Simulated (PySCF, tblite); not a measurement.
# C4H10OSi: dynamics, then NMR shifts on frames, part 2 of 2

tblite 0.8.0 and PySCF 2.14.0. Atoms count from 0. The steps go on from the part before.

### 5 NMR shieldings: 625 fs, PBE0/pcSseg-1

What the job is given:

```
{"job": {"kind": "nmr", "xc": "PBE0", "basis": "pcSseg-1", "pop": false}, "charge": 0, "multiplicity": 1}
C      2.202000    -0.425300     0.581200
C      0.784000     0.094000     0.334700
O     -0.220800    -0.636800     0.880700
Si    -1.668300    -0.080000     1.432200
C     -3.121700    -1.427000     1.428300
C     -3.358400    -0.103100     0.660200
H      2.332500    -1.394400     0.171200
H      2.455000    -0.463500     1.612700
H      3.000300     0.189000     0.228700
H      0.833100     1.091100     0.720000
H      0.583800     0.342200    -0.753700
H     -1.712200     1.054500     2.339000
H     -2.970600    -2.336200     0.785700
H     -3.680500    -1.584000     2.391800
H     -3.851400    -0.243300    -0.298100
H     -4.041700     0.476000     1.266500
```

Level: GIAO PBE0/pcSseg-1 NMR shielding, non-relativistic, gas phase.

The program printed:

```text
coarse grid: 13256 points
cycle   1  E = -522.5237135950  dE =  6.505e-01  |g| = 7.117e-01  |ddm| = 3.473e+00
cycle   2  E = -522.4036047134  dE =  1.201e-01  |g| = 1.048e+00  |ddm| = 1.546e+00
cycle   3  E = -522.6294962579  dE = -2.259e-01  |g| = 9.838e-02  |ddm| = 1.035e+00
cycle   4  E = -522.6310669537  dE = -1.571e-03  |g| = 4.330e-02  |ddm| = 1.035e-01
cycle   5  E = -522.6314867572  dE = -4.198e-04  |g| = 1.090e-02  |ddm| = 4.611e-02
cycle   6  E = -522.6315156247  dE = -2.887e-05  |g| = 3.711e-03  |ddm| = 1.405e-02
cycle   7  E = -522.6315190468  dE = -3.422e-06  |g| = 5.000e-04  |ddm| = 3.230e-03
final grid: 121688 points
cycle   8  E = -522.6777802331  dE = -2.302e-05  |g| = 1.033e-02  |ddm| = 1.961e-02
cycle   9  E = -522.6777553881  dE =  2.485e-05  |g| = 1.509e-02  |ddm| = 1.758e-02
cycle  10  E = -522.6778021724  dE = -4.678e-05  |g| = 1.555e-03  |ddm| = 1.168e-02
cycle  11  E = -522.6778027285  dE = -5.561e-07  |g| = 1.705e-04  |ddm| = 1.543e-03
cycle  12  E = -522.6778027343  dE = -5.836e-09  |g| = 6.131e-05  |ddm| = 2.022e-04
cycle  13  E = -522.6778027352  dE = -8.260e-10  |g| = 1.855e-05  |ddm| = 7.680e-05
converged SCF energy = -522.6778027352

GIAO shielding tensors (ppm)
atom      isotropic    diamagn.    paramagn.     s11        s22        s33       span
  0 C      173.056     243.840     -70.784    149.677    172.603    196.888     47.211
  1 C      131.326     242.823    -111.497     95.748    117.653    180.578     84.830
  2 O      327.282     393.985     -66.702    261.921    326.757    393.170    131.249
  3 Si     428.219     879.632    -451.413    281.417    319.100    684.141    402.724
  4 C      180.937     260.447     -79.510    155.186    165.380    222.246     67.060
  5 C      172.724     249.977     -77.253    149.813    175.255    193.106     43.293
  6 H       31.069      29.230       1.840     26.791     28.962     37.455     10.665
  7 H       31.092      29.070       2.022     27.181     29.546     36.549      9.367
  8 H       31.368      28.992       2.376     27.412     27.977     38.716     11.304
  9 H       28.627      31.941      -3.314     22.905     30.005     32.972     10.067
 10 H       27.441      30.265      -2.824     21.754     27.193     33.376     11.622
 11 H       26.840      28.703      -1.863     21.300     25.730     33.491     12.191
 12 H       29.645      31.500      -1.855     25.403     27.158     36.374     10.971
 13 H       29.822      28.584       1.238     24.462     26.356     38.649     14.187
 14 H       29.124      30.582      -1.458     24.805     27.365     35.202     10.397
 15 H       31.814      29.446       2.367     26.037     28.320     41.085     15.048
```

Wall time 67 s (1 thread of Intel Xeon at 2.50GHz, shared host); peak memory 0.75 GiB.

This run: δ C1 55.6, C5 14.2, C0 13.9, C4 6.0, H11 4.88, H10 4.28 ppm.

### 6 Nuclear shieldings: 800 fs, PBE0/pcSseg-1

What the job is given:

```
{"job": {"kind": "nmr", "xc": "PBE0", "basis": "pcSseg-1", "pop": false}, "charge": 0, "multiplicity": 1}
C      2.442400    -0.709900     1.004800
C      1.194000     0.194400     0.936400
O      0.031800    -0.455600     1.401100
Si    -1.500900     0.102200     1.694200
C     -2.753200    -1.207100     2.077000
C     -3.071200    -0.470300     0.773800
H      2.255400    -1.612700     0.448800
H      2.693800    -0.895600     2.006500
H      3.127000    -0.109900     0.459900
H      1.350500     1.040900     1.651300
H      1.113300     0.472700    -0.091800
H     -1.370500     1.351300     2.459500
H     -2.646900    -2.270300     1.956600
H     -3.482600    -0.995300     2.838800
H     -3.103700    -1.019800    -0.132400
H     -3.882100     0.228000     0.787900
```

Method: GIAO PBE0/pcSseg-1 NMR shielding, non-relativistic, gas phase.

The program printed:

```text
coarse grid: 13256 points
cycle   1  E = -522.5283134467  dE =  6.708e-01  |g| = 7.541e-01  |ddm| = 3.470e+00
cycle   2  E = -522.3776331457  dE =  1.507e-01  |g| = 1.150e+00  |ddm| = 1.805e+00
cycle   3  E = -522.6455518641  dE = -2.679e-01  |g| = 1.135e-01  |ddm| = 1.257e+00
cycle   4  E = -522.6476178867  dE = -2.066e-03  |g| = 4.973e-02  |ddm| = 1.254e-01
cycle   5  E = -522.6482011519  dE = -5.833e-04  |g| = 1.096e-02  |ddm| = 5.548e-02
cycle   6  E = -522.6482314011  dE = -3.025e-05  |g| = 3.227e-03  |ddm| = 1.327e-02
cycle   7  E = -522.6482339697  dE = -2.569e-06  |g| = 3.300e-04  |ddm| = 2.697e-03
final grid: 121688 points
cycle   8  E = -522.6948570234  dE = -2.774e-05  |g| = 1.116e-02  |ddm| = 2.198e-02
cycle   9  E = -522.6948264848  dE =  3.054e-05  |g| = 1.663e-02  |ddm| = 1.938e-02
cycle  10  E = -522.6948825453  dE = -5.606e-05  |g| = 1.729e-03  |ddm| = 1.322e-02
cycle  11  E = -522.6948832040  dE = -6.587e-07  |g| = 1.924e-04  |ddm| = 1.758e-03
cycle  12  E = -522.6948832116  dE = -7.614e-09  |g| = 7.608e-05  |ddm| = 2.653e-04
cycle  13  E = -522.6948832130  dE = -1.352e-09  |g| = 2.245e-05  |ddm| = 9.331e-05
cycle  14  E = -522.6948832131  dE = -1.135e-10  |g| = 5.952e-06  |ddm| = 2.251e-05
converged SCF energy = -522.6948832131

GIAO shielding tensors (ppm)
atom      isotropic    diamagn.    paramagn.     s11        s22        s33       span
  0 C      167.458     250.183     -82.725    149.582    165.658    187.133     37.552
  1 C      118.589     244.047    -125.458     81.575    109.191    165.000     83.425
  2 O      301.539     396.664     -95.125    226.800    289.120    388.697    161.897
  3 Si     420.724     881.056    -460.332    260.819    330.551    670.802    409.983
  4 C      193.760     256.471     -62.711    177.028    186.019    218.234     41.207
  5 C      183.626     258.376     -74.750    165.219    179.785    205.875     40.657
  6 H       30.577      30.897      -0.321     26.866     29.190     35.673      8.807
  7 H       30.943      29.549       1.394     27.155     29.314     36.359      9.204
  8 H       31.492      29.805       1.687     27.279     29.092     38.105     10.826
  9 H       26.998      29.892      -2.894     21.524     27.726     31.744     10.220
 10 H       28.132      33.857      -5.725     22.331     29.433     32.631     10.300
 11 H       26.715      28.766      -2.051     21.987     24.923     33.234     11.246
 12 H       30.644      31.798      -1.154     26.167     27.716     38.049     11.883
 13 H       31.482      28.922       2.560     25.808     27.997     40.640     14.831
 14 H       30.826      35.041      -4.215     26.595     28.060     37.822     11.227
 15 H       31.801      31.815      -0.014     26.462     28.003     40.938     14.476
```

Run time: 75 s. Hardware: 1 thread of Intel Xeon at 2.50GHz, shared host; peak memory 0.75 GiB.

This run: δ C1 68.3, C0 19.5, C5 3.3, C4 -6.8, H11 5.00, H9 4.72 ppm.

### 7 NMR shieldings: 1000 fs, PBE0/pcSseg-1

What the job is given:

```
{"job": {"kind": "nmr", "xc": "PBE0", "basis": "pcSseg-1", "pop": false}, "charge": 0, "multiplicity": 1}
C      2.273500     0.275800     1.682800
C      0.945200     0.814500     1.339500
O     -0.079900    -0.236000     1.336900
Si    -1.622200     0.144100     1.302900
C     -2.915500    -1.261200     1.502300
C     -2.978400    -0.539500     0.087200
H      2.644200    -0.232500     0.864900
H      2.358700    -0.442000     2.569600
H      2.987400     1.092700     1.907500
H      0.645800     1.585200     2.110100
H      0.861400     1.270800     0.414600
H     -1.977400     1.405200     2.026800
H     -2.560200    -2.263300     1.454600
H     -3.875300    -1.321000     2.116300
H     -2.670000    -1.131400    -0.729100
H     -3.817900    -0.013100    -0.117100
```

Method: GIAO PBE0/pcSseg-1 NMR shielding, non-relativistic, gas phase.

The program printed:

```text
coarse grid: 13256 points
cycle   1  E = -522.5189240904  dE =  6.065e-01  |g| = 7.363e-01  |ddm| = 3.475e+00
cycle   2  E = -522.3808992503  dE =  1.380e-01  |g| = 1.111e+00  |ddm| = 1.584e+00
cycle   3  E = -522.6309282665  dE = -2.500e-01  |g| = 1.039e-01  |ddm| = 1.057e+00
cycle   4  E = -522.6325727928  dE = -1.645e-03  |g| = 5.038e-02  |ddm| = 1.138e-01
cycle   5  E = -522.6331760454  dE = -6.033e-04  |g| = 9.874e-03  |ddm| = 5.406e-02
cycle   6  E = -522.6332000350  dE = -2.399e-05  |g| = 3.193e-03  |ddm| = 1.216e-02
cycle   7  E = -522.6332025793  dE = -2.544e-06  |g| = 3.298e-04  |ddm| = 2.655e-03
final grid: 121688 points
cycle   8  E = -522.6801341379  dE = -1.959e-05  |g| = 1.160e-02  |ddm| = 2.066e-02
cycle   9  E = -522.6800962839  dE =  3.785e-05  |g| = 1.804e-02  |ddm| = 2.013e-02
cycle  10  E = -522.6801616894  dE = -6.541e-05  |g| = 1.605e-03  |ddm| = 1.321e-02
cycle  11  E = -522.6801622578  dE = -5.683e-07  |g| = 1.887e-04  |ddm| = 1.499e-03
cycle  12  E = -522.6801622651  dE = -7.301e-09  |g| = 6.562e-05  |ddm| = 2.394e-04
cycle  13  E = -522.6801622660  dE = -9.875e-10  |g| = 2.050e-05  |ddm| = 8.904e-05
converged SCF energy = -522.6801622660

GIAO shielding tensors (ppm)
atom      isotropic    diamagn.    paramagn.     s11        s22        s33       span
  0 C      170.916     244.389     -73.472    148.829    174.099    189.821     40.992
  1 C      118.870     243.514    -124.644     78.933    104.815    172.863     93.931
  2 O      315.363     395.095     -79.733    270.017    296.186    379.886    109.869
  3 Si     432.014     880.259    -448.245    299.120    325.680    671.243    372.123
  4 C      186.178     259.132     -72.954    162.960    181.426    214.147     51.188
  5 C      182.523     258.711     -76.188    169.532    176.728    201.310     31.778
  6 H       31.462      31.309       0.152     27.041     29.605     37.738     10.698
  7 H       28.903      25.954       2.949     25.090     27.217     34.403      9.313
  8 H       30.253      26.077       4.176     25.942     27.376     37.441     11.499
  9 H       27.286      28.131      -0.846     21.797     28.746     31.314      9.517
 10 H       28.833      33.203      -4.370     23.972     28.665     33.861      9.889
 11 H       26.490      27.908      -1.418     21.985     24.832     32.655     10.670
 12 H       31.159      33.886      -2.728     26.905     28.609     37.961     11.056
 13 H       29.821      28.150       1.670     24.588     26.358     38.517     13.929
 14 H       31.071      35.343      -4.272     27.060     28.315     37.838     10.778
 15 H       33.153      34.096      -0.943     27.697     29.272     42.490     14.793
```

Run time: 68 s. Hardware: 1 thread of Intel Xeon at 2.50GHz, shared host; peak memory 0.75 GiB.

In short: δ C1 68.1, C0 16.0, C5 4.4, C4 0.7, H11 5.23, H9 4.43 ppm.

### 8 Side by side: NMR shifts

Shifts (ppm) of some atoms, chosen among heavy atoms and hydrogens apart, with basis size and wall time:

```tsv
frame	C0	C5	C4	H8	H13	O2	Si3	functions	time
250 fs	29.8	-5.0	-10.1	1.84	-1.05	0.5	-78.8	159	1.7 min
425 fs	13.8	-2.6	-1.6	3.27	0.87	8.1	-88.4	159	70 s
625 fs	13.9	14.2	6.0	0.35	1.89	8.8	-79.1	159	67 s
800 fs	19.5	3.3	-6.8	0.22	0.24	34.5	-71.6	159	75 s
1000 fs	16.0	4.4	0.7	1.46	1.90	20.7	-82.9	159	68 s
```

### 9 Summary of results

What follows sums up all 2 parts.

| quantity | value |
| --- | --- |
| thermostat | 400 K |
| mean temperature, second half | 345 K |
| mean potential energy above the minimum | 0.65 eV |
| 13C shifts against TMS (PBE0/pcSseg-1, 250 fs) | 66.0, 29.8, -5.0, -10.1 ppm |
| 1H shifts against TMS (PBE0/pcSseg-1, 250 fs) | 4.69, 4.62, 4.02, 2.93, 1.84, 1.66, 1.29, -0.15, -0.74, -1.05 ppm |
| 17O shifts against H2O (PBE0/pcSseg-1, 250 fs) | 0.5 ppm |
| 29Si shifts against TMS (PBE0/pcSseg-1, 250 fs) | -78.8 ppm |
| surface potential, 1st and 99th percentile | -1.01 V and 0.82 V |
| range of the shift of O2 | 0.5 to 34.5 ppm |

In words: In the second half the potential energy averages 0.65 eV above the minimum; equipartition over 42 harmonic modes at 400 K would give 0.72 eV. With 16 atoms the temperature swings widely (139 to 575 K). Shifts at one fixed geometry are not the observed spectrum, which averages over the motion. In the first frame run (250 fs): The widest tensor belongs to Si3: span 388 ppm, with a paramagnetic part of -453 ppm. In ppm, O2 moves most: its shift spreads over 34.0 ppm, from 0.5 (250 fs) to 34.5 (800 fs).
